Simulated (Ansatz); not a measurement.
VWC2 under changes of volume

One of the cells (9.834 Å³/atom); the others are scaled copies at fixed shape and fractional positions:

```
CELL_PARAMETERS angstrom
1.51704 0.87586 4.93389
-1.51704 0.87586 4.93389
0.00000 -1.75173 4.93389
ATOMIC_POSITIONS crystal
W 0.00000 0.00000 0.00000
V 0.50000 0.50000 0.50000
C 0.24649 0.24649 0.24649
C 0.75351 0.75351 0.75351
```

The cell comes from a database or a generator and needn't be the stable form of this composition.

- Program: Ansatz 0.2.0
- Functional: PBE
- Potentials or basis: Ansatz PAW
- Cutoff: 420 eV (not typed: the program's choice for these potentials)
- k mesh: 10 × 10 × 10
- Occupations: fermi-dirac, width 0.05 eV
- Spin: collinear spin, ferromagnetic start
- Starting moments: [0.0, 2.0, 0.0, 0.0] μB

| volume (Å³/atom) | energy over the lowest point (meV/atom) | pressure (GPa) | largest force (eV/Å) |
| --- | --- | --- | --- |
| 9.244 | ? | ? | ? |
| 9.440 | 12.31 | 12.7 | 0.101 |
| 9.637 | 1.66 | 4.9 | 0.001 |
| 9.834 | 0.00 | -2.0 | 0.094 |
| 10.030 | 6.43 | -8.2 | 0.181 |
| 10.227 | 20.12 | -13.9 | 0.260 |
| 10.424 | 40.36 | -18.9 | 0.334 |

**Question.** What does the run at 9.244 Å³/atom give?

**Answer.** Energy over the lowest point 32.95 meV/atom; pressure 21.2 GPa; largest force 0.211 eV/Å.

Worked out: A Birch-Murnaghan fit of order 3 (a polynomial in V^(-2/3)) to the other rows has its minimum at 9.77 Å³/atom with B0 = V·E''(V) = 338 GPa and B' = 4.3 at fixed shape and positions, which overstates the stiffness. It gives 32.89 meV/atom at 9.244 Å³/atom, against the run's 32.95, and -dE/dV = 21.2 GPa, against 21.2.

Energies are extrapolated to zero smearing.

Caveats: the starting moments weren't kept.
